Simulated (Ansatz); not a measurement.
# AlHOF (SMILES [O][AlH][F]) at U-r2SCAN0/STO-3G

What is the electronic atomisation energy of AlHOF at U-r2SCAN0/STO-3G? 

Program for the calculation: Ansatz 0.2.0.

70 further runs of the same task are left out: 5 that didn't finish, 65 set aside as unsound or not needed.

## Step 1: Starting point

AlHOF: 4 atoms, total charge 0, spin state doublet. As SMILES, `[O][AlH][F]`. The shape is that of a PBE0-D4/def2-TZVP optimisation.

Bond lengths: O1–Al2 1.731 Å, Al2–F3 1.641 Å, Al2–H4 1.564 Å. Angles: O1–Al2–F3 117.5°, O1–Al2–H4 119.2°, F3–Al2–H4 123.3°.

## Step 2: A single-point energy at U-r2SCAN0/STO-3G

input.yaml reads:

```yaml
crystal:
  periodic: [false, false, false]
  atoms:
    - symbol: O
      position_ang: [-0.128300, -1.061600, 1.299400]
    - symbol: Al
      position_ang: [0.038200, 0.026100, -0.037000]
    - symbol: F
      position_ang: [-1.126500, -0.010300, -1.192200]
    - symbol: H
      position_ang: [1.272100, 0.985600, -0.090400]
basis:
  gaussian:
    orbitals: STO-3G
accuracy: high
hamiltonian:
  xc: {name: r2SCAN0}
magnetization:
  spin_polarized: true
  initial_magnetization: 1
```

Launch:

```console
$ ansatz run input.yaml --threads 1 --pin off --max-ram 2610MiB --events-out events.jsonl --progress --plain --runs-dir runs
```

The program printed:

```text
Warning: RAYON_NUM_THREADS=1 ignored (pool sized by the plan → 1); use --threads N
Functional definition: r2SCAN0
  name "r2SCAN0"
  parameter a = 0.25
  parameter k0 = 0.174
  parameter k1 = 0.065
  parameter a1 = 4.9479
  exchange = (1 - a)*r2scan_x(k0 = k0, k1 = k1, a1 = a1) + a*exact_x
  correlation = r2scan_c
356 factors; integrals over basis functions are off by at most 3.0e-8 eV
mean field evaluation 1: about -11224.3318 eV, gradient 1.8e1 eV
mean field evaluation 2: about -11223.9830 eV, gradient 2.1e1 eV
mean field evaluation 4: about -11227.1704 eV, gradient 8.1e-1 eV
mean field evaluation 8: about -11227.1529 eV, gradient 4.5e-2 eV
mean field evaluation 16: about -11227.1531 eV, gradient 4.4e-4 eV
mean field -11227.15308226 eV, -412.5902657353 hartree, gradient 9.3e-8 eV, S^2 0.754355; 2 other end points of the search recorded, 0 dependent functions left out
reference -11227.15308271 eV, -412.5902657520 hartree; 16, 15 occupied and 4, 5 virtual orbitals, 356 factors
Total energy: -11227.15308271 eV, -412.5902657520 hartree
```

It took 6.3 s on 1 thread of Arm Neoverse V1, shared host; peak memory 0.23 GiB.

## Step 3: The Al atom, same level

input.yaml reads:

```yaml
crystal:
  periodic: [false, false, false]
  atoms:
    - {symbol: Al, position_ang: [0.000000, 0.000000, 0.000000]}
basis:
  gaussian: {orbitals: STO-3G}
magnetization: {spin_polarized: true, initial_magnetization: 1}
hamiltonian: {xc: {name: r2SCAN0}}
accuracy: high
```

Run the same way, it converges to -239.29241 Eh (log not shown).

## Step 4: The F atom at the same level

in.yaml reads:

```yaml
crystal:
  periodic: [false, false, false]
  atoms:
    - {symbol: F, position_ang: [0.000000, 0.000000, 0.000000]}
basis:
  gaussian:
    orbitals: STO-3G
magnetization:
  spin_polarized: true
  initial_magnetization: 1
hamiltonian:
  xc: {name: r2SCAN0}
accuracy: high
```

Launch:

```console
$ ansatz run in.yaml --threads 1 --pin off --max-ram 2610MiB --events-out events.jsonl --progress --plain --runs-dir runs
```

The program printed:

```text
Warning: RAYON_NUM_THREADS=1 ignored (pool sized by the plan → 1); use --threads N
Functional definition: r2SCAN0
  name "r2SCAN0"
  parameter a = 0.25
  parameter k0 = 0.174
  parameter k1 = 0.065
  parameter a1 = 4.9479
  exchange = (1 - a)*r2scan_x(k0 = k0, k1 = k1, a1 = a1) + a*exact_x
  correlation = r2scan_c
15 factors; integrals over basis functions are off by at most 1.2e-9 eV
mean field evaluation 1: about -2673.8360 eV, gradient 5.7e-11 eV
mean field evaluation 2: about -2673.8310 eV, gradient 2.4e-10 eV
mean field -2673.83099676 eV, -98.2614767433 hartree, gradient 0.0e0 eV, S^2 0.750000; 0 other end points of the search recorded, 0 dependent functions left out
reference -2673.83099681 eV, -98.2614767448 hartree; 5, 4 occupied and 0, 1 virtual orbitals, 15 factors
Total energy: -2673.83099681 eV, -98.2614767448 hartree
```

Wall time 0.58 s (1 thread of Arm Neoverse V1, shared host); peak memory 0.096 GiB.

## Step 5: The H atom, same level

job.yaml reads:

```yaml
crystal:
  periodic: [false, false, false]
  atoms:
    - {symbol: H, position_ang: [0.000000, 0.000000, 0.000000]}
basis:
  gaussian:
    orbitals: STO-3G
magnetization:
  spin_polarized: true
  initial_magnetization: 1
hamiltonian:
  xc: {name: r2SCAN0}
accuracy: high
```

Run the same way, it converges to -0.46649 Eh (log not shown).

## Step 6: The O atom, same level

job.yaml reads:

```yaml
crystal:
  periodic: [false, false, false]
  atoms:
    - {symbol: O, position_ang: [0.000000, 0.000000, 0.000000]}
basis:
  gaussian: {orbitals: STO-3G}
magnetization: {spin_polarized: true, initial_magnetization: 2}
hamiltonian: {xc: {name: r2SCAN0}}
accuracy: high
```

Run the same way, it converges to -74.02298 Eh (log not shown).

## Step 7: Results

Level: U-r2SCAN0/STO-3G.

| quantity | value |
| --- | --- |
| molecule: total energy | -412.59027 Eh |
| molecule: ⟨S²⟩ | 0.754 |
| Al atom: total energy | -239.29241 Eh |
| Al atom: ⟨S²⟩ | 0.750 |
| F atom: total energy | -98.26148 Eh |
| F atom: ⟨S²⟩ | 0.750 |
| H atom: total energy | -0.46649 Eh |
| H atom: ⟨S²⟩ | 0.750 |
| O atom: total energy | -74.02298 Eh |
| O atom: ⟨S²⟩ | 2.000 |
| electronic atomisation energy | 14.882 eV |

**Reading.** Taking the molecule apart into free atoms costs 14.88 eV (343 kcal/mol), before zero-point energy and without spin-orbit coupling. In a minimal basis such a difference can be off by several eV, whatever the method.
